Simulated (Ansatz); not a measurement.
# CH5GeNS, SMILES [NH2][GeH]1[CH2][S]1: a rigid torsion scan

Computed with Ansatz 0.2.0, Python API.

Notebook, run cell by cell (the value of a cell's last expression is shown):

```python
import ansatz as az
from ase import Atoms
```

```python
BASIS_SET = "def2-SVP"
FUNCTIONAL = "pbe0"
FORCE_TOL = 0.02
LEVEL = "MP2"
```

```python
atoms = Atoms(["N", "Ge", "C", "S", "H", "H", "H", "H", "H"], positions=[
    [-0.5403, 1.5028, -0.7327],
    [0.6851, 0.2513, -0.3316],
    [0.1422, -0.9486, 1.0433],
    [-0.2236, -1.8013, -0.4245],
    [-1.0389, 1.2406, -1.6545],
    [-1.3232, 1.5122, -0.0049],
    [2.0021, 0.1811, -1.1878],
    [-0.6514, -0.5831, 1.6506],
    [1.0364, -1.4013, 1.6249],
])
```

```python
# start the scan from a relaxed geometry
first = (
    az.Crystal.molecule_from_ase(atoms).calculation()
    .basis(gaussian=BASIS_SET)
    .functional(FUNCTIONAL)
    .relax(force_tolerance=FORCE_TOL, max_steps=80)
)
atoms.positions = first.run(threads=1).report["positions_ang"]
```

```python
start = atoms.get_dihedral(2, 1, 0, 4)
energies = {}
for turn in range(0, 360, 30):
    turned = atoms.copy()
    turned.set_dihedral(2, 1, 0, 4, start + turn, indices=[0, 4, 5])
    calculation = az.Crystal.molecule_from_ase(turned).calculation().basis(gaussian=BASIS_SET).correlation(LEVEL)
    energies[round((start + turn) % 360)] = calculation.run(threads=1).report["free_energy_ev"]
floor = min(energies.values())
print("dihedral C2-Ge1-N0-H4 (deg)   E - E(min) (kJ/mol)")
for angle, e in sorted(energies.items()):
    print(f"{angle:8d} {96.485332 * (e - floor):14.3f}  " + "#" * int(30 * (e - floor) / max(max(energies.values()) - floor, 1e-9)))
```

    dihedral C2-Ge1-N0-H4 (deg)   E - E(min) (kJ/mol)
          26         12.186  #########################
          56         13.373  ############################
          86         14.203  ##############################
         116         13.647  ############################
         146          9.562  ####################
         176          3.148  ######
         206          0.000
         236          2.985  ######
         266          8.231  #################
         296         10.646  ######################
         326         10.703  ######################
         356         11.036  #######################

Notes:
- The scan is rigid and the energies are electronic, in a modest basis. With rigid groups the curve can differ much from the relaxed path, the start wasn't checked as a minimum of this torsion, and equivalent turns needn't return to the same energy.
- The start is relaxed with a density functional and scanned with the wavefunction method, so it isn't exactly that method's minimum.
- Timing: 73 s on 1 thread of Arm Neoverse V1 (shared host), peak memory 0.31 GiB.
